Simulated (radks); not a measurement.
# Ga in [Ar] 3d10 4s2 4p0.5 4d0.5: an all-electron calculation

The task here is to estimate one member of a computed series from the others.

The numbers are computed with radks (a radial shooting solver on a logarithmic mesh, Libxc functionals) version 1 (Dirac Kohn-Sham, PBEsol, spin-unpolarised, spherical densities, finite nucleus; open shells fill j = l - 1/2 first), except any that are marked as measured or tabulated.

### What is computed

| Quantity | Value |
| --- | --- |
| element | gallium (Z = 31) |
| charge | 0 |
| electrons | 31 |
| configuration | [Ar] 3d10 4s2 4p0.5 4d0.5 |
| nuclear rms radius | 3.9973 fm |

Set-up of the first run:

Input:

```text
Z 31
configuration [Ar] 3d10 4s2 4p0.5 4d0.5
relativity Dirac
functional pbe_sol,pbe_sol
spin unpolarised
j_filling energy
nucleus finite rms 3.9973 fm
c 137.035999084
```

Started as:

```
python run_ks.py task.json out
```

This one command runs every case of the session in turn.

One table of the session follows, with a row left open; its other results are not shown here.

It belongs to the step «Radial structure». From the orbitals of this run (lengths in bohr):

```
level      <r>  outermost maximum (interpolated)  90 % within  nodes
1s1/2  0.04863                            0.0318       0.0869      0
2s1/2   0.2177                             0.183        0.337      1
2p1/2   0.1884                             0.145        0.309      0
2p3/2   0.1919                             0.147        0.313      0
3s1/2   0.6523                             0.565        0.978      2
3p1/2   0.6723                             0.561         1.04      1
3p3/2   0.6831                             0.570         1.05      1
3d3/2   0.8060                             0.531         1.39      0
3d5/2        ?                                 ?            ?      ?
4s1/2    2.279                              1.88         3.45      3
4p1/2    3.054                              2.39         4.78      2
4p3/2    3.105                              2.43         4.86      2
4d3/2    14.88                              14.4         21.6      1
4d5/2    14.89                              14.4         21.6      1
```

Q: Estimate the row for 3d5/2 from the others.

The run gave: <r>: 0.8124; outermost maximum (interpolated): 0.534; 90 % within: 1.40; nodes: 0. In the column «<r>» it lies between 3d3/2 (0.8060) and 4s1/2 (2.279).
